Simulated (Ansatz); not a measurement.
**CH₃BO₂: ionisation energy by level of theory**

The task here is to estimate one member of a computed series from the others.

Computed with Ansatz 0.2.0, Gaussian basis. Level: unrestricted cation, the program's frozen cores in correlated methods.

Plan: UKS PBE-D4/def2-TZVPP; UKS r2SCAN-D4/def2-TZVPP; UKS PBE0-D4/def2-TZVPP; UKS B3LYP-D4/def2-TZVPP; UKS wB97X-V/def2-TZVPP; UKS wB97M-V/def2-TZVPP; UKS B2PLYP/def2-TZVPP; UHF-CCSD(T)/def2-TZVPP; UHF-MP2/def2-QZVPP; extrapolation to the limit; then −ε(HOMO) from the neutral's earlier runs with LDA (SPW92), PBE-D4, revPBE-D4, BLYP-D4, r2SCAN-D4, B97M-V, PBE0-D4, B3LYP-D4, r2SCANh-D4, r2SCAN0-D4, HSE06-D4, BHLYP-D4, CAM-B3LYP-D4, LC-ωPBE, ωB97X-V, ωB97M-V.

## The relaxed structure

The geometry comes from an earlier relaxation with PBE0-D4 in a triple-zeta def2 set; it is a stationary point, not always the lowest conformer.

SMILES `B1OCO1`, 7 atoms, charge 0, spin multiplicity 1.

Atoms are counted from 1 here; the program's logs count them from 0.

Bond lengths: B1–O2 1.381 Å, B1–O4 1.381 Å, B1–H5 1.186 Å, O2–C3 1.426 Å, C3–O4 1.426 Å, C3–H6 1.092 Å, C3–H7 1.092 Å. Angles: O2–B1–O4 98.3°, O2–B1–H5 130.8°, O4–B1–H5 130.8°, B1–O2–C3 83.7°, O2–C3–O4 94.2°, O2–C3–H6 112.3°, O2–C3–H7 112.3°, O4–C3–H6 112.3°, O4–C3–H7 112.3°, H6–C3–H7 112.2°, B1–O4–C3 83.7°.

The first run:

File in.yaml:

```yaml
crystal:
  periodic: [false, false, false]
  atoms:
    - {symbol: B, position_ang: [-0.809559, 0.395900, -0.554864]}
    - {symbol: O, position_ang: [-0.617020, 0.250902, 0.804902]}
    - {symbol: C, position_ang: [0.629328, -0.317312, 0.409302]}
    - {symbol: O, position_ang: [0.385243, -0.146765, -0.985004]}
    - {symbol: H, position_ang: [-1.720612, 0.847478, -1.165338]}
    - {symbol: H, position_ang: [0.712430, -1.369546, 0.689612]}
    - {symbol: H, position_ang: [1.481490, 0.271343, 0.755690]}
basis:
  gaussian: {orbitals: def2-TZVPP}
total_charge: 1
magnetization: {spin_polarized: true, initial_magnetization: 1}
hamiltonian: {xc: pbe, dispersion: d4}
```

Run with:

```bash
$ ansatz run in.yaml --threads 2 --pin off --events-out ev --progress --plain --max-ram 4352MiB
```

Among the steps run: Cation, UKS PBE-D4/def2-TZVPP; Cation, UKS r2SCAN-D4/def2-TZVPP; Cation, UKS PBE0-D4/def2-TZVPP; Cation, UKS B3LYP-D4/def2-TZVPP; Cation, UKS wB97X-V/def2-TZVPP; Cation, UKS wB97M-V/def2-TZVPP; Cation, UKS B2PLYP (frozen core)/def2-TZVPP; Cation, UHF-CCSD(T)/def2-TZVPP; Cation, UHF-MP2/def2-QZVPP.

One table of the session follows, with a row left open; its other results are not shown here.

It belongs to the step «Ionisation energies side by side». For comparison, −ε(HOMO) of the neutral from earlier runs:

| functional | −ε(HOMO) (eV) |
| --- | --- |
| LDA (SPW92) | 7.97 |
| PBE-D4 | 7.74 |
| revPBE-D4 | 7.66 |
| BLYP-D4 | 7.62 |
| r2SCAN-D4 | 8.09 |
| B97M-V | 8.19 |
| PBE0-D4 | 9.41 |
| B3LYP-D4 | 9.12 |
| r2SCANh-D4 | 8.72 |
| r2SCAN0-D4 | 9.68 |
| HSE06-D4 | 9.00 |
| BHLYP-D4 | ? |
| CAM-B3LYP-D4 | 10.91 |
| LC-ωPBE | 12.30 |
| ωB97X-V | 11.93 |
| ωB97M-V | 11.88 |

**Question.** Estimate the row for BHLYP-D4.

Worked estimate for «−ε(HOMO) (eV)». Against the share of exact exchange, BLYP-D4 (0, 7.62), B3LYP-D4 (0.2, 9.12) give a slope of 7.50 per unit share; at 0.5 the line stands at 11.37.

As computed: −ε(HOMO) (eV): 11.03. In «−ε(HOMO) (eV)» the line misses by +0.34.
